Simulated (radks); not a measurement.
**Exchange and kinetic functionals tested on atomic densities: Yb, Mn, In²⁺, Tc, Cd**

The task here is to estimate one member of a computed series from the others.

Method: non-relativistic Kohn-Sham, PBE, spin-polarised, spherical densities, point nucleus; open shells are filled with parallel spins first. Code: radks (a radial shooting solver on a logarithmic mesh, Libxc functionals) version 1.

## The system

| Quantity | Value |
| --- | --- |
| species | Yb ([Xe] 4f14 6s2), Mn ([Ar] 3d5 4s2), In²⁺ ([Kr] 4d10 5s1), Tc ([Kr] 4d5 5s2), Cd ([Kr] 4d10 5s2) |

Set-up of the first run:

Input:

```text
Z 70
configuration [Xe] 4f14 6s2
relativity non-relativistic
functional pbe,pbe
spin polarised
nucleus point
```

Among the steps run: Yb, [Xe] 4f14 6s2.

One table of the session follows, with a row left open; its other results are not shown here.

It belongs to the step «Yb, [Xe] 4f14 6s2». Radial moments (bohr):

| level | <r> | outermost maximum (interpolated) | 90 % within | nodes |
| --- | --- | --- | --- | --- |
| 3d | 0.1974 | 0.162 | 0.306 | 0 |
| 4s | ? | ? | ? | ? |
| 4p | 0.5370 | 0.493 | 0.781 | 2 |
| 4d | 0.5627 | 0.493 | 0.846 | 1 |
| 5s | 1.322 | 1.17 | 1.92 | 4 |
| 5p | 1.507 | 1.28 | 2.23 | 3 |
| 4f | 0.7467 | 0.476 | 1.29 | 0 |
| 6s | 4.250 | 3.61 | 6.31 | 5 |

**Question.** Estimate the row for 4s.

**Answer.** <r>: 0.5270; outermost maximum (interpolated): 0.490; 90 % within: 0.756; nodes: 3. In the column «<r>» it lies between 3d (0.1974) and 4p (0.5370).
